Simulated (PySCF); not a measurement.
# Hg⁶⁸⁺, Hg⁶⁹⁺: ionisation energies in even-tempered 17s12p4d4f

Aim: the ionisation energy of mercury from differences of total energies, at each level of theory, and how far each lands from the tabulated value where there is one.

The numbers are computed with PySCF 2.14.0 (unrestricted determinants in a Gaussian basis, no spin-orbit coupling in the energies), except any that are marked as measured or tabulated.

## Step 1: The system

* Element: mercury (Z = 80)
* Basis: an uncontracted even-tempered set (17 s from 21 bohr⁻², ratio 2.5; 12 p from 28 bohr⁻², ratio 2.5; 4 d from 100 bohr⁻², ratio 2.7; 4 f from 150 bohr⁻², ratio 2.7)
* Hamiltonian: scalar relativity by spin-free X2C-1e
* State 1: Hg⁶⁸⁺: [Ne] 3s2, closed-shell 1S
* State 2: Hg⁶⁹⁺: [Ne] 3s1, 2S determinant
* Needed too, but not shown: Hg⁷⁰⁺ [Ne] (1S)
* Methods: UHF, LDA, PBE, PBE0, r2SCAN, BLYP, BP86, MP2
* Core shells frozen in the correlated runs: outer shells: 1s2 (for Hg⁶⁸⁺)

The outer shells:

Hg68+ [Ne] 3s2
```
[Ne] core
3s [↑↓]
```

Hg69+ [Ne] 3s1
```
[Ne] core
3s [↑ ]
```

The runs were made by one driver on top of PySCF. The scripts below sum up each run's settings (the driver also hands on starting orbitals that pick excited configurations, and frozen orbitals as a list rather than a count), and the logs come from the driver's own runs. The driver starts from symmetry-adapted Hartree-Fock orbitals, holds the occupation by maximum overlap and uses a logarithmic radial grid for functionals, so a plain start would take other cycles.

The integrals over 101 functions and the set-up took 0.2 s of CPU time.

## Step 2: Hg⁶⁸⁺

**UHF**

The input, input.py:

```python
from pyscf import gto, scf, dft, mp, cc
mol = gto.M(atom="Hg 0 0 0", charge=68, spin=0, symmetry="D2h",
            basis=gto.etbs([(0, 17, 21, 2.5), (1, 12, 28, 2.5), (2, 4, 100, 2.7), (3, 4, 150, 2.7)]),
            nucmod="G")
mf = scf.UHF(mol).sfx2c1e()
mf.irrep_nelec = {'Ag': (3, 3), 'B1u': (1, 1), 'B2u': (1, 1), 'B3u': (1, 1)}
mf.kernel()
```

The program printed:

```text
damping factor = 0
level_shift factor = 0
DIIS = <class 'pyscf.scf.diis.CDIIS'>
diis_start_cycle = 1
diis_space = 10
diis_damp = 0
SCF conv_tol = 1e-09
SCF conv_tol_grad = None
number electrons alpha = 6  beta = 6
cycle= 1 E= -13788.4954441881  delta_E= 7.28e-12  |g|= 6.84e-09  |ddm|= 3.34e-09
converged SCF energy = -13788.4954441881  <S^2> = -1.5987212e-14  2S+1 = 1
```

CPU time 2.8 s on a shared host, the integrals not counted.

The occupied shells:

| shell | electrons | mean orbital energy (eV) | spread (eV) | rms radius (bohr) |
| --- | --- | --- | --- | --- |
| 1s | 2 | -89723.4 | 0 | 0.0187 |
| 2s | 2 | -20775.2 | 0 | 0.0743 |
| 2p | 6 | -18801.2 | 0 | 0.0680 |
| 3s | 2 | -8474.8 | 0 | 0.178 |

⟨S²⟩ = 0.000, ⟨L²⟩ = 0.00.

Spin-orbit constants on these orbitals (cm⁻¹; bare nucleus, screened nucleus, mean field): 2p 9956000, 9707000, 9634000.

The p, d and f levels are scalar averages; spin-orbit coupling splits them strongly at this Z.

**LDA**

input.py, as changed from the run before:

```diff
@@ -4,3 +4,3 @@
             nucmod="G")
-mf = scf.UHF(mol).sfx2c1e()
+mf = dft.UKS(mol, xc="LDA,VWN").sfx2c1e()
 mf.irrep_nelec = {'Ag': (3, 3), 'B1u': (1, 1), 'B2u': (1, 1), 'B3u': (1, 1)}
```

The program printed:

```text
damping factor = 0
level_shift factor = 0
DIIS = <class 'pyscf.scf.diis.CDIIS'>
diis_start_cycle = 1
diis_space = 10
diis_damp = 0
SCF conv_tol = 1e-09
SCF conv_tol_grad = None
number electrons alpha = 6  beta = 6
XC functionals = LDA,VWN
    P. A. M. Dirac.,  Math. Proc. Cambridge Philos. Soc. 26, 376 (1930)
    F. Bloch.,  Z. Phys. 57, 545 (1929)
    S. H. Vosko, L. Wilk, and M. Nusair.,  Can. J. Phys. 58, 1200 (1980)
cycle= 1 E= -13778.1727579007  delta_E= -0.0183  |g|= 0.0755  |ddm|= 0.0111
cycle= 2 E= -13778.1727630759  delta_E= -5.18e-06  |g|= 0.00371  |ddm|= 0.000449
cycle= 3 E= -13778.1727630931  delta_E= -1.72e-08  |g|= 4.06e-05  |ddm|= 2.33e-05
cycle= 4 E= -13778.1727630931  delta_E= -7.28e-12  |g|= 5.6e-08  |ddm|= 2.56e-07
converged SCF energy = -13778.1727630931  <S^2> = -1.3322676e-14  2S+1 = 1
```

It used 0.38 s of CPU time after the integrals (shared host).

**PBE**

input.py, as changed from the run before:

```diff
@@ -4,3 +4,3 @@
             nucmod="G")
-mf = dft.UKS(mol, xc="LDA,VWN").sfx2c1e()
+mf = dft.UKS(mol, xc="PBE").sfx2c1e()
 mf.irrep_nelec = {'Ag': (3, 3), 'B1u': (1, 1), 'B2u': (1, 1), 'B3u': (1, 1)}
```

The program printed:

```text
damping factor = 0
level_shift factor = 0
DIIS = <class 'pyscf.scf.diis.CDIIS'>
diis_start_cycle = 1
diis_space = 10
diis_damp = 0
SCF conv_tol = 1e-09
SCF conv_tol_grad = None
number electrons alpha = 6  beta = 6
XC functionals = PBE
    J. P. Perdew, K. Burke, and M. Ernzerhof.,  Phys. Rev. Lett. 77, 3865 (1996)
    J. P. Perdew, K. Burke, and M. Ernzerhof.,  Phys. Rev. Lett. 78, 1396 (1997)
    J. P. Perdew, K. Burke, and M. Ernzerhof.,  Phys. Rev. Lett. 77, 3865 (1996)
    J. P. Perdew, K. Burke, and M. Ernzerhof.,  Phys. Rev. Lett. 78, 1396 (1997)
cycle= 1 E= -13790.3043528598  delta_E= -0.0153  |g|= 0.0205  |ddm|= 0.0107
cycle= 2 E= -13790.3043529725  delta_E= -1.13e-07  |g|= 0.000297  |ddm|= 7.38e-05
cycle= 3 E= -13790.3043529727  delta_E= -1.33e-10  |g|= 1.51e-05  |ddm|= 2.23e-06
converged SCF energy = -13790.3043529727  <S^2> = -1.0658141e-14  2S+1 = 1
```

CPU time 0.39 s on a shared host, the integrals not counted.

**PBE0**

input.py, as changed from the run before:

```diff
@@ -4,3 +4,3 @@
             nucmod="G")
-mf = dft.UKS(mol, xc="PBE").sfx2c1e()
+mf = dft.UKS(mol, xc="PBE0").sfx2c1e()
 mf.irrep_nelec = {'Ag': (3, 3), 'B1u': (1, 1), 'B2u': (1, 1), 'B3u': (1, 1)}
```

The program printed:

```text
damping factor = 0
level_shift factor = 0
DIIS = <class 'pyscf.scf.diis.CDIIS'>
diis_start_cycle = 1
diis_space = 10
diis_damp = 0
SCF conv_tol = 1e-09
SCF conv_tol_grad = None
number electrons alpha = 6  beta = 6
XC functionals = PBE0
    C. Adamo and V. Barone.,  J. Chem. Phys. 110, 6158 (1999)
    M. Ernzerhof and G. E. Scuseria.,  J. Chem. Phys. 110, 5029 (1999)
cycle= 1 E= -13789.9718609262  delta_E= -0.00853  |g|= 0.0162  |ddm|= 0.00798
cycle= 2 E= -13789.9718610057  delta_E= -7.95e-08  |g|= 0.000147  |ddm|= 7e-05
cycle= 3 E= -13789.9718610057  delta_E= -2.55e-11  |g|= 7.15e-06  |ddm|= 9.78e-07
converged SCF energy = -13789.9718610057  <S^2> = -1.0658141e-14  2S+1 = 1
```

CPU time 0.86 s on a shared host, the integrals not counted.

**r2SCAN**

input.py, as changed from the run before:

```diff
@@ -4,3 +4,3 @@
             nucmod="G")
-mf = dft.UKS(mol, xc="PBE0").sfx2c1e()
+mf = dft.UKS(mol, xc="R2SCAN").sfx2c1e()
 mf.irrep_nelec = {'Ag': (3, 3), 'B1u': (1, 1), 'B2u': (1, 1), 'B3u': (1, 1)}
```

The program printed:

```text
damping factor = 0
level_shift factor = 0
DIIS = <class 'pyscf.scf.diis.CDIIS'>
diis_start_cycle = 1
diis_space = 10
diis_damp = 0
SCF conv_tol = 1e-09
SCF conv_tol_grad = None
number electrons alpha = 6  beta = 6
XC functionals = R2SCAN
    J. W. Furness, A. D. Kaplan, J. Ning, J. P. Perdew, and J. Sun.,  J. Phys. Chem. Lett. 11, 8208-8215 (2020)
    J. W. Furness, A. D. Kaplan, J. Ning, J. P. Perdew, and J. Sun.,  J. Phys. Chem. Lett. 11, 9248-9248 (2020)
    J. W. Furness, A. D. Kaplan, J. Ning, J. P. Perdew, and J. Sun.,  J. Phys. Chem. Lett. 11, 8208-8215 (2020)
    J. W. Furness, A. D. Kaplan, J. Ning, J. P. Perdew, and J. Sun.,  J. Phys. Chem. Lett. 11, 9248-9248 (2020)
cycle= 1 E= -13790.0663746174  delta_E= -0.00774  |g|= 0.0195  |ddm|= 0.0112
cycle= 2 E= -13790.0663746862  delta_E= -6.88e-08  |g|= 0.000154  |ddm|= 8.72e-05
cycle= 3 E= -13790.0663746862  delta_E= -1.09e-11  |g|= 2.72e-06  |ddm|= 7.44e-07
converged SCF energy = -13790.0663746862  <S^2> = -8.8817842e-15  2S+1 = 1
```

It used 1 s of CPU time after the integrals (shared host).

**BLYP**

input.py, as changed from the run before:

```diff
@@ -4,3 +4,3 @@
             nucmod="G")
-mf = dft.UKS(mol, xc="R2SCAN").sfx2c1e()
+mf = dft.UKS(mol, xc="BLYP").sfx2c1e()
 mf.irrep_nelec = {'Ag': (3, 3), 'B1u': (1, 1), 'B2u': (1, 1), 'B3u': (1, 1)}
```

The program printed:

```text
damping factor = 0
level_shift factor = 0
DIIS = <class 'pyscf.scf.diis.CDIIS'>
diis_start_cycle = 1
diis_space = 10
diis_damp = 0
SCF conv_tol = 1e-09
SCF conv_tol_grad = None
number electrons alpha = 6  beta = 6
XC functionals = BLYP
    A. D. Becke.,  Phys. Rev. A 38, 3098 (1988)
    C. Lee, W. Yang, and R. G. Parr.,  Phys. Rev. B 37, 785 (1988)
    B. Miehlich, A. Savin, H. Stoll, and H. Preuss.,  Chem. Phys. Lett. 157, 200 (1989)
cycle= 1 E= -13791.3874080476  delta_E= -0.0162  |g|= 0.0227  |ddm|= 0.0118
cycle= 2 E= -13791.3874081444  delta_E= -9.68e-08  |g|= 0.000307  |ddm|= 4.82e-05
cycle= 3 E= -13791.3874081445  delta_E= -3.82e-11  |g|= 6.92e-06  |ddm|= 7.95e-07
converged SCF energy = -13791.3874081445  <S^2> = -1.3322676e-14  2S+1 = 1
```

It used 0.39 s of CPU time after the integrals (shared host).

**BP86**

input.py, as changed from the run before:

```diff
@@ -4,3 +4,3 @@
             nucmod="G")
-mf = dft.UKS(mol, xc="BLYP").sfx2c1e()
+mf = dft.UKS(mol, xc="B88,P86").sfx2c1e()
 mf.irrep_nelec = {'Ag': (3, 3), 'B1u': (1, 1), 'B2u': (1, 1), 'B3u': (1, 1)}
```

The program printed:

```text
damping factor = 0
level_shift factor = 0
DIIS = <class 'pyscf.scf.diis.CDIIS'>
diis_start_cycle = 1
diis_space = 10
diis_damp = 0
SCF conv_tol = 1e-09
SCF conv_tol_grad = None
number electrons alpha = 6  beta = 6
XC functionals = B88,P86
    A. D. Becke.,  Phys. Rev. A 38, 3098 (1988)
    J. P. Perdew.,  Phys. Rev. B 33, 8822 (1986)
cycle= 1 E= -13791.8896239176  delta_E= -0.0158  |g|= 0.0248  |ddm|= 0.0127
cycle= 2 E= -13791.8896240596  delta_E= -1.42e-07  |g|= 0.000499  |ddm|= 4.59e-05
cycle= 3 E= -13791.8896240598  delta_E= -1.95e-10  |g|= 1.51e-05  |ddm|= 2.26e-06
converged SCF energy = -13791.8896240598  <S^2> = -1.2434498e-14  2S+1 = 1
```

It used 0.39 s of CPU time after the integrals (shared host).

**MP2 (outer shells)**

input.py, as changed from the run before:

```diff
@@ -4,4 +4,5 @@
             nucmod="G")
-mf = dft.UKS(mol, xc="B88,P86").sfx2c1e()
+mf = scf.UHF(mol).sfx2c1e()
 mf.irrep_nelec = {'Ag': (3, 3), 'B1u': (1, 1), 'B2u': (1, 1), 'B3u': (1, 1)}
 mf.kernel()
+mp.UMP2(mf, frozen=1).kernel()
```

No log was kept for this step.

It used 0.71 s of CPU time after the integrals (shared host).

With 10 electrons correlated, the MP2 correlation energy is -0.48610 hartree (-0.11326 same spin, -0.37284 opposite spin); the SCS form gives -0.48516. Largest pairs of shells: 2p-2p -0.2331, 3s-3s -0.0923, 2p-3s -0.0696, 2s-2p -0.0688, 2s-2s -0.0123.

Radial density 4πr²ρ of Hg⁶⁸⁺ at UHF, without picture-change correction:

| r (bohr) | density |
| --- | --- |
| 0.000308 | 3.91 |
| 0.000518 | 7.85 |
| 0.000872 | 15.3 |
| 0.00147 | 28.8 |
| 0.00247 | 51.0 |
| 0.00415 | 81.2 |
| 0.00698 | 109 |
| 0.0117 | 111 |
| 0.0197 | 89.1 |
| 0.0332 | 103 |
| 0.0559 | 124 |
| 0.0940 | 49.4 |
| 0.158 | 18.6 |
| 0.266 | 2.85 |
| 0.447 | 0.0196 |

## Step 3: Hg⁶⁹⁺

**UHF**

The input, input.py:

```python
from pyscf import gto, scf, dft, mp, cc
mol = gto.M(atom="Hg 0 0 0", charge=69, spin=1, symmetry="D2h",
            basis=gto.etbs([(0, 17, 21, 2.5), (1, 12, 28, 2.5), (2, 4, 100, 2.7), (3, 4, 150, 2.7)]),
            nucmod="G")
mf = scf.UHF(mol).sfx2c1e()
mf.irrep_nelec = {'Ag': (3, 2), 'B1u': (1, 1), 'B2u': (1, 1), 'B3u': (1, 1)}
mf.kernel()
```

The program printed:

```text
damping factor = 0
level_shift factor = 0
DIIS = <class 'pyscf.scf.diis.CDIIS'>
diis_start_cycle = 1
diis_space = 10
diis_damp = 0
SCF conv_tol = 1e-09
SCF conv_tol_grad = None
number electrons alpha = 6  beta = 5
cycle= 1 E= -13477.0639189594  delta_E= 7.28e-12  |g|= 1.43e-08  |ddm|= 4.29e-09
converged SCF energy = -13477.0639189594  <S^2> = 0.75000085  2S+1 = 2.0000009
```

CPU time 1.1 s on a shared host, the integrals not counted.

Orbital energies by shell (radii are means over both spins):

| shell | electrons | mean orbital energy (eV) | spread (eV) | rms radius (bohr) |
| --- | --- | --- | --- | --- |
| 1s α | 1 | -89952.3 | 0 | 0.0187 |
| 1s β | 1 | -89933.7 | 0 | 0.0187 |
| 2s α | 1 | -20965.1 | 0 | 0.0743 |
| 2s β | 1 | -20945.9 | 0 | 0.0743 |
| 2p α | 3 | -18993.6 | 0 | 0.0679 |
| 2p β | 3 | -18986.6 | 0 | 0.0679 |
| 3s α | 1 | -8622.4 | 0 | 0.177 |

⟨S²⟩ = 0.750, ⟨L²⟩ = 0.00.

The p, d and f levels are scalar averages; spin-orbit coupling splits them strongly at this Z.

**LDA**

input.py, as changed from the run before:

```diff
@@ -4,3 +4,3 @@
             nucmod="G")
-mf = scf.UHF(mol).sfx2c1e()
+mf = dft.UKS(mol, xc="LDA,VWN").sfx2c1e()
 mf.irrep_nelec = {'Ag': (3, 2), 'B1u': (1, 1), 'B2u': (1, 1), 'B3u': (1, 1)}
```

The program printed:

```text
damping factor = 0
level_shift factor = 0
DIIS = <class 'pyscf.scf.diis.CDIIS'>
diis_start_cycle = 1
diis_space = 10
diis_damp = 0
SCF conv_tol = 1e-09
SCF conv_tol_grad = None
number electrons alpha = 6  beta = 5
XC functionals = LDA,VWN
    P. A. M. Dirac.,  Math. Proc. Cambridge Philos. Soc. 26, 376 (1930)
    F. Bloch.,  Z. Phys. 57, 545 (1929)
    S. H. Vosko, L. Wilk, and M. Nusair.,  Can. J. Phys. 58, 1200 (1980)
cycle= 1 E= -13466.5458753712  delta_E= -0.0169  |g|= 0.0734  |ddm|= 0.00996
cycle= 2 E= -13466.5458800374  delta_E= -4.67e-06  |g|= 0.00346  |ddm|= 0.000355
cycle= 3 E= -13466.5458800518  delta_E= -1.45e-08  |g|= 3.97e-05  |ddm|= 1.51e-05
cycle= 4 E= -13466.5458800518  delta_E= 9.09e-12  |g|= 6.58e-08  |ddm|= 1.77e-07
converged SCF energy = -13466.5458800518  <S^2> = 0.7500007  2S+1 = 2.0000007
```

It used 0.38 s of CPU time after the integrals (shared host).

**PBE**

input.py, as changed from the run before:

```diff
@@ -4,3 +4,3 @@
             nucmod="G")
-mf = dft.UKS(mol, xc="LDA,VWN").sfx2c1e()
+mf = dft.UKS(mol, xc="PBE").sfx2c1e()
 mf.irrep_nelec = {'Ag': (3, 2), 'B1u': (1, 1), 'B2u': (1, 1), 'B3u': (1, 1)}
```

The program printed:

```text
damping factor = 0
level_shift factor = 0
DIIS = <class 'pyscf.scf.diis.CDIIS'>
diis_start_cycle = 1
diis_space = 10
diis_damp = 0
SCF conv_tol = 1e-09
SCF conv_tol_grad = None
number electrons alpha = 6  beta = 5
XC functionals = PBE
    J. P. Perdew, K. Burke, and M. Ernzerhof.,  Phys. Rev. Lett. 77, 3865 (1996)
    J. P. Perdew, K. Burke, and M. Ernzerhof.,  Phys. Rev. Lett. 78, 1396 (1997)
    J. P. Perdew, K. Burke, and M. Ernzerhof.,  Phys. Rev. Lett. 77, 3865 (1996)
    J. P. Perdew, K. Burke, and M. Ernzerhof.,  Phys. Rev. Lett. 78, 1396 (1997)
cycle= 1 E= -13478.4776050242  delta_E= -0.0143  |g|= 0.0206  |ddm|= 0.0095
cycle= 2 E= -13478.4776051789  delta_E= -1.55e-07  |g|= 0.000344  |ddm|= 8.54e-05
cycle= 3 E= -13478.4776051791  delta_E= -1.78e-10  |g|= 1.76e-05  |ddm|= 2.02e-06
converged SCF energy = -13478.4776051791  <S^2> = 0.75000035  2S+1 = 2.0000004
```

It used 0.39 s of CPU time after the integrals (shared host).

**PBE0**

input.py, as changed from the run before:

```diff
@@ -4,3 +4,3 @@
             nucmod="G")
-mf = dft.UKS(mol, xc="PBE").sfx2c1e()
+mf = dft.UKS(mol, xc="PBE0").sfx2c1e()
 mf.irrep_nelec = {'Ag': (3, 2), 'B1u': (1, 1), 'B2u': (1, 1), 'B3u': (1, 1)}
```

The program printed:

```text
damping factor = 0
level_shift factor = 0
DIIS = <class 'pyscf.scf.diis.CDIIS'>
diis_start_cycle = 1
diis_space = 10
diis_damp = 0
SCF conv_tol = 1e-09
SCF conv_tol_grad = None
number electrons alpha = 6  beta = 5
XC functionals = PBE0
    C. Adamo and V. Barone.,  J. Chem. Phys. 110, 6158 (1999)
    M. Ernzerhof and G. E. Scuseria.,  J. Chem. Phys. 110, 5029 (1999)
cycle= 1 E= -13478.2337213748  delta_E= -0.00799  |g|= 0.0163  |ddm|= 0.00712
cycle= 2 E= -13478.2337214777  delta_E= -1.03e-07  |g|= 0.000172  |ddm|= 9.49e-05
cycle= 3 E= -13478.2337214777  delta_E= -3.27e-11  |g|= 8e-06  |ddm|= 6.45e-07
converged SCF energy = -13478.2337214777  <S^2> = 0.75000031  2S+1 = 2.0000003
```

It used 0.86 s of CPU time after the integrals (shared host).

**r2SCAN**

input.py, as changed from the run before:

```diff
@@ -4,3 +4,3 @@
             nucmod="G")
-mf = dft.UKS(mol, xc="PBE0").sfx2c1e()
+mf = dft.UKS(mol, xc="R2SCAN").sfx2c1e()
 mf.irrep_nelec = {'Ag': (3, 2), 'B1u': (1, 1), 'B2u': (1, 1), 'B3u': (1, 1)}
```

The program printed:

```text
damping factor = 0
level_shift factor = 0
DIIS = <class 'pyscf.scf.diis.CDIIS'>
diis_start_cycle = 1
diis_space = 10
diis_damp = 0
SCF conv_tol = 1e-09
SCF conv_tol_grad = None
number electrons alpha = 6  beta = 5
XC functionals = R2SCAN
    J. W. Furness, A. D. Kaplan, J. Ning, J. P. Perdew, and J. Sun.,  J. Phys. Chem. Lett. 11, 8208-8215 (2020)
    J. W. Furness, A. D. Kaplan, J. Ning, J. P. Perdew, and J. Sun.,  J. Phys. Chem. Lett. 11, 9248-9248 (2020)
    J. W. Furness, A. D. Kaplan, J. Ning, J. P. Perdew, and J. Sun.,  J. Phys. Chem. Lett. 11, 8208-8215 (2020)
    J. W. Furness, A. D. Kaplan, J. Ning, J. P. Perdew, and J. Sun.,  J. Phys. Chem. Lett. 11, 9248-9248 (2020)
cycle= 1 E= -13478.6569144379  delta_E= -0.00714  |g|= 0.0202  |ddm|= 0.00839
cycle= 2 E= -13478.6569145186  delta_E= -8.08e-08  |g|= 0.000269  |ddm|= 6.7e-05
cycle= 3 E= -13478.6569145187  delta_E= -6.18e-11  |g|= 9.34e-06  |ddm|= 1.38e-06
converged SCF energy = -13478.6569145187  <S^2> = 0.7500013  2S+1 = 2.0000013
```

It used 1 s of CPU time after the integrals (shared host).

**BLYP**

input.py, as changed from the run before:

```diff
@@ -4,3 +4,3 @@
             nucmod="G")
-mf = dft.UKS(mol, xc="R2SCAN").sfx2c1e()
+mf = dft.UKS(mol, xc="BLYP").sfx2c1e()
 mf.irrep_nelec = {'Ag': (3, 2), 'B1u': (1, 1), 'B2u': (1, 1), 'B3u': (1, 1)}
```

The program printed:

```text
damping factor = 0
level_shift factor = 0
DIIS = <class 'pyscf.scf.diis.CDIIS'>
diis_start_cycle = 1
diis_space = 10
diis_damp = 0
SCF conv_tol = 1e-09
SCF conv_tol_grad = None
number electrons alpha = 6  beta = 5
XC functionals = BLYP
    A. D. Becke.,  Phys. Rev. A 38, 3098 (1988)
    C. Lee, W. Yang, and R. G. Parr.,  Phys. Rev. B 37, 785 (1988)
    B. Miehlich, A. Savin, H. Stoll, and H. Preuss.,  Chem. Phys. Lett. 157, 200 (1989)
cycle= 1 E= -13479.5934345961  delta_E= -0.0148  |g|= 0.0226  |ddm|= 0.00961
cycle= 2 E= -13479.5934347156  delta_E= -1.19e-07  |g|= 0.000291  |ddm|= 7.59e-05
cycle= 3 E= -13479.5934347157  delta_E= -4e-11  |g|= 5.46e-06  |ddm|= 4.08e-07
converged SCF energy = -13479.5934347157  <S^2> = 0.75000053  2S+1 = 2.0000005
```

CPU time 0.39 s on a shared host, the integrals not counted.

**BP86**

input.py, as changed from the run before:

```diff
@@ -4,3 +4,3 @@
             nucmod="G")
-mf = dft.UKS(mol, xc="BLYP").sfx2c1e()
+mf = dft.UKS(mol, xc="B88,P86").sfx2c1e()
 mf.irrep_nelec = {'Ag': (3, 2), 'B1u': (1, 1), 'B2u': (1, 1), 'B3u': (1, 1)}
```

The program printed:

```text
damping factor = 0
level_shift factor = 0
DIIS = <class 'pyscf.scf.diis.CDIIS'>
diis_start_cycle = 1
diis_space = 10
diis_damp = 0
SCF conv_tol = 1e-09
SCF conv_tol_grad = None
number electrons alpha = 6  beta = 5
XC functionals = B88,P86
    A. D. Becke.,  Phys. Rev. A 38, 3098 (1988)
    J. P. Perdew.,  Phys. Rev. B 33, 8822 (1986)
cycle= 1 E= -13480.0911445483  delta_E= -0.0146  |g|= 0.0246  |ddm|= 0.00998
cycle= 2 E= -13480.0911446989  delta_E= -1.51e-07  |g|= 0.000453  |ddm|= 6.38e-05
cycle= 3 E= -13480.091144699  delta_E= -1.35e-10  |g|= 1.26e-05  |ddm|= 1.29e-06
converged SCF energy = -13480.091144699  <S^2> = 0.75000056  2S+1 = 2.0000006
```

It used 0.39 s of CPU time after the integrals (shared host).

**MP2 (outer shells)**

input.py, as changed from the run before:

```diff
@@ -4,4 +4,5 @@
             nucmod="G")
-mf = dft.UKS(mol, xc="B88,P86").sfx2c1e()
+mf = scf.UHF(mol).sfx2c1e()
 mf.irrep_nelec = {'Ag': (3, 2), 'B1u': (1, 1), 'B2u': (1, 1), 'B3u': (1, 1)}
 mf.kernel()
+mp.UMP2(mf, frozen=1).kernel()
```

The driver printed no log here.

It used 0.68 s of CPU time after the integrals (shared host).

With 9 electrons correlated, the MP2 correlation energy is -0.36445 hartree (-0.10039 same spin, -0.26406 opposite spin); the SCS form gives -0.35033. Largest pairs of shells: 2p-2p -0.2355, 2s-2p -0.0753, 2p-3s -0.0351, 2s-2s -0.0130, 2s-3s -0.0056.

Radial density 4πr²ρ of Hg⁶⁹⁺ at UHF, without picture-change correction:

| r (bohr) | density | spin density |
| --- | --- | --- |
| 0.000308 | 3.84 | 0.072 |
| 0.000518 | 7.71 | 0.144 |
| 0.000872 | 15.0 | 0.279 |
| 0.00147 | 28.3 | 0.518 |
| 0.00247 | 50.1 | 0.892 |
| 0.00415 | 80.0 | 1.333 |
| 0.00698 | 107 | 1.505 |
| 0.0117 | 110 | 0.853 |
| 0.0197 | 89.2 | -0.005 |
| 0.0332 | 102 | 1.757 |
| 0.0559 | 122 | 2.383 |
| 0.0940 | 48.6 | 0.679 |
| 0.158 | 10.6 | 8.057 |
| 0.266 | 1.39 | 1.388 |
| 0.447 | 0.00934 | 0.009 |

## Step 4: How the shells move

Highest occupied Hartree-Fock shell of each state: Hg⁶⁸⁺ 3s at -8474.8 eV; Hg⁶⁹⁺ 3s α at -8622.4 eV.

## Step 5: Differences of total energies

Ionisation energy: Hg⁶⁸⁺ [Ne] 3s2 (1S) → Hg⁶⁹⁺ [Ne] 3s1 (2S).

| method | value (eV) | less the reference (eV) | CPU time, both states (s) |
| --- | --- | --- | --- |
| UHF | 8474.5 | +4.5 | 3.9 |
| LDA | 8479.8 | +9.8 | 0.76 |
| PBE | 8485.2 | +15.2 | 0.78 |
| PBE0 | 8482.8 | +12.8 | 1.7 |
| r2SCAN | 8473.9 | +3.9 | 2 |
| BLYP | 8484.3 | +14.3 | 0.78 |
| BP86 | 8484.5 | +14.5 | 0.78 |
| MP2 (outer shells) | 8477.8 | +7.8 | 5.2 |
| SCS-MP2 (outer shells) | 8478.2 | +8.2 | 5.2 |

Reference: 8470 ± 50 eV (theoretical estimate listed by NIST; NIST Atomic Spectra Database, ionization energies). For this ion Breit and QED terms and the two-electron picture change, all absent here, are large against electron correlation.

Ionisation energy: Hg⁶⁹⁺ [Ne] 3s1 (2S) → Hg⁷⁰⁺ [Ne] (1S).

| method | value (eV) | less the reference (eV) |
| --- | --- | --- |
| UHF | 8622.3 | +2.3 |
| LDA | 8626.1 | +6.1 |
| PBE | 8632.5 | +12.5 |
| PBE0 | 8630.1 | +10.1 |
| r2SCAN | 8621.0 | +1.0 |
| BLYP | 8632.5 | +12.5 |
| BP86 | 8631.3 | +11.3 |
| MP2 (outer shells) | 8623.1 | +3.1 |
| SCS-MP2 (outer shells) | 8623.0 | +3.0 |

Reference: 8620 ± 50 eV (theoretical estimate listed by NIST; NIST Atomic Spectra Database, ionization energies). For this ion Breit and QED terms and the two-electron picture change, all absent here, are large against electron correlation.

The differences also use runs on Hg⁷⁰⁺ [Ne] (1S), which are not shown here. Times are CPU seconds on a shared host without the integrals; correlated rows include their Hartree-Fock run, whose time holds the symmetry-adapted start and any spin-orbit constants, while functionals begin from orbitals already made.

## Step 6: Results

| quantity | value |
| --- | --- |
| ionisation energy, Hg⁶⁸⁺ | UHF 8474.5, MP2 (outer shells) 8477.8 eV; reference 8470 ± 50 |
| ionisation energy, Hg⁶⁹⁺ | UHF 8622.3, MP2 (outer shells) 8623.1 eV; reference 8620 ± 50 |

What this shows: For the first difference the methods span 11.355 eV, from r2SCAN (8473.9) to PBE (8485.2). The reference is uncertain or not like for like (spin-orbit coupling or other relativistic terms), so no ranking of close methods is drawn. All values hold for this basis alone; no basis-set limit was taken.
